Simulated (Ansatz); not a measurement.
**Molecular dynamics of Cu$_{3}$Sb$_{4}$O$_{12}$**

input.yaml

```yaml
crystal:
  lattice:
    - [7.699366, 0.0, 0.0]
    - [0.0, 7.699366, 0.0]
    - [0.0, 0.0, 7.699366]
  atoms:
    - { symbol: Cu, position: [0.0, 0.0, 0.5] }
    - { symbol: Cu, position: [0.0, 0.5, 0.0] }
    - { symbol: Cu, position: [0.5, 0.0, 0.0] }
    - { symbol: Sb, position: [0.25, 0.25, 0.25] }
    - { symbol: Sb, position: [0.25, 0.75, 0.25] }
    - { symbol: Sb, position: [0.25, 0.25, 0.75] }
    - { symbol: Sb, position: [0.75, 0.25, 0.25] }
    - { symbol: O, position: [0.314842, 0.814185, 0.5] }
    - { symbol: O, position: [0.185158, 0.685815, 0.0] }
    - { symbol: O, position: [0.314842, 0.185815, 0.5] }
    - { symbol: O, position: [0.0, 0.185158, 0.685815] }
    - { symbol: O, position: [0.814185, 0.5, 0.314842] }
    - { symbol: O, position: [0.314185, 0.0, 0.185158] }
    - { symbol: O, position: [0.0, 0.185158, 0.314185] }
    - { symbol: O, position: [0.685815, 0.0, 0.185158] }
    - { symbol: O, position: [0.185158, 0.314185, 0.0] }
    - { symbol: O, position: [0.5, 0.314842, 0.814185] }
    - { symbol: O, position: [0.185815, 0.5, 0.314842] }
    - { symbol: O, position: [0.5, 0.314842, 0.185815] }
    - { symbol: Cu, position: [0.5, 0.5, 0.0] }
    - { symbol: Cu, position: [0.5, 0.0, 0.5] }
    - { symbol: Cu, position: [0.0, 0.5, 0.5] }
    - { symbol: Sb, position: [0.75, 0.75, 0.75] }
    - { symbol: Sb, position: [0.75, 0.25, 0.75] }
    - { symbol: Sb, position: [0.75, 0.75, 0.25] }
    - { symbol: Sb, position: [0.25, 0.75, 0.75] }
    - { symbol: O, position: [0.814842, 0.314185, 0.0] }
    - { symbol: O, position: [0.685158, 0.185815, 0.5] }
    - { symbol: O, position: [0.814842, 0.685815, 0.0] }
    - { symbol: O, position: [0.5, 0.685158, 0.185815] }
    - { symbol: O, position: [0.314185, 0.0, 0.814842] }
    - { symbol: O, position: [0.814185, 0.5, 0.685158] }
    - { symbol: O, position: [0.5, 0.685158, 0.814185] }
    - { symbol: O, position: [0.185815, 0.5, 0.685158] }
    - { symbol: O, position: [0.685158, 0.814185, 0.5] }
    - { symbol: O, position: [0.0, 0.814842, 0.314185] }
    - { symbol: O, position: [0.685815, 0.0, 0.814842] }
    - { symbol: O, position: [0.0, 0.814842, 0.685815] }
basis:
  ecutwfc: 420.0
kpoints:
  mp_grid: { grid: [1, 1, 1] }
hamiltonian:
  xc: lda
scf:
  occupations: { method: fermi_dirac, width: 0.05 }
  lower_state_search: "off"
md:
  timestep: 1.5
  n_steps: 400
  ensemble: nve
  temperature: 1800.0
  initial_velocities: maxwell_boltzmann
  seed: 895421
```

Command:

```bash
$ ansatz run input.yaml --threads 2 --pin off --max-ram 5120MiB --backend cpu --events-out ev --progress --plain --runs-dir out
```

It starts from an unrelaxed structure (largest force component 0.14 eV/Å).

Output, in part (step lines):

```
md step     0: t =     0.00 fs  T =  1800.0 K  F+E_penalty+E_count = -103327.44276040 eV  E_kin = 8.608716 eV  conserved = -103318.83404447 eV  (15 SCF iters)
md step     1: t =     1.50 fs  T =  1785.4 K  F+E_penalty+E_count = -103327.37261666 eV  E_kin = 8.538809 eV  conserved = -103318.83380766 eV  (22 SCF iters)
md step     2: t =     3.00 fs  T =  1740.4 K  F+E_penalty+E_count = -103327.15656931 eV  E_kin = 8.323447 eV  conserved = -103318.83312227 eV  (21 SCF iters)
md step     3: t =     4.50 fs  T =  1667.3 K  F+E_penalty+E_count = -103326.80607986 eV  E_kin = 7.974108 eV  conserved = -103318.83197211 eV  (23 SCF iters)
md step     4: t =     6.00 fs  T =  1570.2 K  F+E_penalty+E_count = -103326.34026305 eV  E_kin = 7.509907 eV  conserved = -103318.83035580 eV  (21 SCF iters)
md step     5: t =     7.50 fs  T =  1454.7 K  F+E_penalty+E_count = -103325.78568240 eV  E_kin = 6.957357 eV  conserved = -103318.82832543 eV  (15 SCF iters)
md step     6: t =     9.00 fs  T =  1327.6 K  F+E_penalty+E_count = -103325.17534133 eV  E_kin = 6.349326 eV  conserved = -103318.82601492 eV  (7 SCF iters)
md step     7: t =    10.50 fs  T =  1196.6 K  F+E_penalty+E_count = -103324.54648333 eV  E_kin = 5.722847 eV  conserved = -103318.82363621 eV  (8 SCF iters)
[... lines left out ...]
```

The steps, from the saved trajectory:

```
time (fs)  T (K)  potential energy less start (eV)  conserved less start (meV/atom)
        0   1800                             0.000                             0.00
     19.5    680                             5.369                             0.37
       39    722                             5.167                             0.23
     58.5    812                             4.733                             0.26
       78    917                             4.232                             0.28
     97.5    773                             4.921                             0.27
      117    956                             4.044                             0.14
    136.5    941                             4.117                             0.21
      156    863                             4.490                             0.27
    175.5    950                             4.074                             0.20
      195    757                             5.002                             0.33
    214.5   1121                             3.253                             0.13
      234    775                             4.911                             0.22
    253.5    832                             4.638                             0.22
      273    937                             4.138                             0.21
    292.5    965                             4.000                             0.23
      312    866                             4.477                             0.25
    331.5    930                             4.169                             0.19
      351    947                             4.087                             0.19
    370.5    919                             4.222                             0.19
      390    817                             4.709                             0.23
    409.5    784                             4.870                             0.25
      429    854                             4.532                             0.21
    448.5    808                             4.754                             0.26
      468    998                             3.845                             0.23
    487.5    875                             4.434                             0.32
      507    966                             4.001                             0.28
    526.5    914                             4.250                             0.29
      546    886                             4.379                             0.26
    565.5    853                             4.538                             0.21
      585    907                             4.277                             0.19
```

The run went to its last step. The conserved energy stayed within 0.41 meV per atom of its start (net change 0.24 meV per atom), so the integration is sound. Over the second half the temperature averaged 0.50 of the 1800 K drawn at the start: a run that starts near a minimum puts about half its kinetic energy into the potential. A run of 0.6 ps of so small a system gives no equilibrium averages. Limits of this set-up: coarse k mesh.

Mean squared displacements from the first frame to the last, about the centre of mass: Cu 0.13 Å², Sb 0.04 Å², O 0.06 Å².

Last frame:

```xyz
38
Lattice="7.6994 0.0000 0.0000 0.0000 7.6994 0.0000 0.0000 0.0000 7.6994" Properties=species:S:1:pos:R:3
Cu 0.210 -0.306 3.817
Cu 0.071 3.858 -0.073
Cu 3.877 0.613 0.148
Sb 1.776 1.994 2.017
Sb 1.924 5.761 1.842
Sb 1.982 1.795 5.791
Sb 5.733 2.069 2.094
O 2.330 6.295 3.823
O 1.379 5.398 -0.131
O 2.572 1.535 3.919
O 0.053 1.129 5.409
O 6.103 4.041 2.439
O 2.350 0.150 1.628
O 0.080 1.359 2.663
O 5.388 0.159 1.339
O 1.304 2.273 0.153
O 3.872 2.099 6.290
O 1.310 3.781 2.563
O 3.785 2.486 1.431
Cu 3.887 3.925 -0.011
Cu 3.788 0.061 3.724
Cu -0.350 3.629 3.925
Sb 5.830 5.865 5.653
Sb 5.903 1.819 5.926
Sb 5.656 5.906 1.729
Sb 2.033 5.552 5.716
O 6.290 2.540 0.186
O 5.227 1.585 3.875
O 6.298 5.296 0.012
O 3.848 5.292 1.323
O 2.374 -0.213 6.030
O 6.147 3.842 5.375
O 3.891 5.012 6.027
O 1.416 3.618 5.412
O 5.469 6.468 3.783
O 0.000 6.231 2.184
O 5.308 0.037 6.266
O 0.163 5.944 5.288
```

The run took 8 min on 2 threads of AMD EPYC 9R45 (Zen 5) (shared host), peak memory 0.71 GiB.
